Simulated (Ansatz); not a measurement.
# C₃H₄MgO₃: up Jacob's ladder to CCSD(T)

An exercise on one series of results from a longer session: the logs are not shown, and one member is left open.

Method: functionals in def2-TZVPP, the program's frozen cores in correlated methods; program: Ansatz 0.2.0, Gaussian basis.

The runs, in order: LDA (SPW92), PBE-D4, revPBE-D4, BLYP-D4, r2SCAN-D4, B97M-V, PBE0-D4, B3LYP-D4, r2SCANh-D4, r2SCAN0-D4, HSE06-D4, BHLYP-D4, CAM-B3LYP-D4, LC-ωPBE, ωB97X-V, ωB97M-V, B2PLYP, PBE-QIDH; CCSD(T)/def2-SVP; CCSD(T)/def2-TZVPP; MP2/def2-QZVPP; extrapolation to the limit; RPA on PBE.

## The geometry

The geometry comes from an earlier relaxation with PBE0-D4 in a triple-zeta def2 set; it is a stationary point, not always the lowest conformer.

11 atoms, charge 0, spin multiplicity 1.

Atoms are counted from 1 here; the program's logs count them from 0.

Bond lengths: O1–Mg2 1.784 Å, O1–H8 0.949 Å, Mg2–O3 1.942 Å, Mg2–O7 1.945 Å, O3–C4 1.261 Å, C4–C5 1.395 Å, C4–H9 1.098 Å, C5–C6 1.394 Å, C5–H10 1.082 Å, C6–O7 1.262 Å, C6–H11 1.098 Å. Angles: Mg2–O1–H8 144.3°, O1–Mg2–O3 130.7°, O1–Mg2–O7 136.1°, O3–Mg2–O7 93.2°, Mg2–O3–C4 125.0°, O3–C4–C5 126.7°, O3–C4–H9 116.2°, C5–C4–H9 117.1°, C4–C5–C6 123.4°, C4–C5–H10 118.3°, C6–C5–H10 118.3°, C5–C6–O7 126.7°, C5–C6–H11 117.1°, O7–C6–H11 116.2°, Mg2–O7–C6 124.9°.

The first run:

Input file in.yaml:

```yaml
crystal:
  periodic: [false, false, false]
  atoms:
    - {symbol: O, position_ang: [-0.429938, -3.182292, 1.041579]}
    - {symbol: Mg, position_ang: [-0.207017, -1.506665, 0.470243]}
    - {symbol: O, position_ang: [0.472885, 0.063442, 1.388647]}
    - {symbol: C, position_ang: [0.585034, 1.209723, 0.875539]}
    - {symbol: C, position_ang: [0.251013, 1.575780, -0.428024]}
    - {symbol: C, position_ang: [-0.269377, 0.685920, -1.366250]}
    - {symbol: O, position_ang: [-0.510132, -0.539963, -1.190010]}
    - {symbol: H, position_ang: [-0.723805, -4.049374, 0.791132]}
    - {symbol: H, position_ang: [0.988010, 1.995939, 1.528224]}
    - {symbol: H, position_ang: [0.404051, 2.604110, -0.726643]}
    - {symbol: H, position_ang: [-0.495423, 1.086280, -2.363840]}
basis:
  gaussian: {orbitals: def2-TZVPP}
hamiltonian: {xc: lda}
output: {orbitals: {seedname: orbitals}}
```

The run is started by

```
ansatz run in.yaml --threads 4 --pin off --events-out ev --progress --plain --max-ram 11315MiB
```

Among the steps run: LDA; PBE-D4 (GGA); revPBE-D4 (GGA); BLYP-D4 (GGA); r2SCAN-D4 (meta-GGA); B97M-V (meta-GGA); B3LYP-D4 (hybrid); r2SCANh-D4 (hybrid); r2SCAN0-D4 (hybrid); HSE06-D4 (hybrid); BHLYP-D4 (hybrid); CAM-B3LYP-D4 (range-separated); LC-ωPBE (range-separated); ωB97X-V (range-separated); ωB97M-V (range-separated); B2PLYP (double hybrid); PBE-QIDH (double hybrid).

One table of the session follows, with a row left open; its other results are not shown here.

It belongs to the step «Orbital energies across the functionals». 

```
  functional  HOMO (eV)  LUMO (eV)  gap (eV)
 LDA (SPW92)      -6.02      -3.20      2.82
      PBE-D4      -5.80      -2.91      2.88
   revPBE-D4      -5.70      -2.81      2.90
     BLYP-D4      -5.71      -2.79      2.92
   r2SCAN-D4      -6.09      -2.78      3.31
      B97M-V      -6.13      -2.67      3.46
     PBE0-D4      -7.33      -2.00      5.33
    B3LYP-D4      -7.10      -2.23      4.87
  r2SCANh-D4      -6.68      -2.43      4.25
  r2SCAN0-D4      -7.54      -1.92      5.62
    HSE06-D4      -6.93      -2.38      4.55
    BHLYP-D4      -8.40      -0.94      7.45
CAM-B3LYP-D4      -8.69      -0.91      7.78
     LC-ωPBE      -9.93       0.21     10.15
     ωB97X-V          ?          ?         ?
     ωB97M-V      -9.54       0.13      9.66
```

Q: Estimate the row for ωB97X-V from the others.

The run gave: HOMO (eV): -9.61; LUMO (eV): 0.20; gap (eV): 9.80. In the column «HOMO (eV)» it lies between LC-ωPBE (-9.93) and ωB97M-V (-9.54).
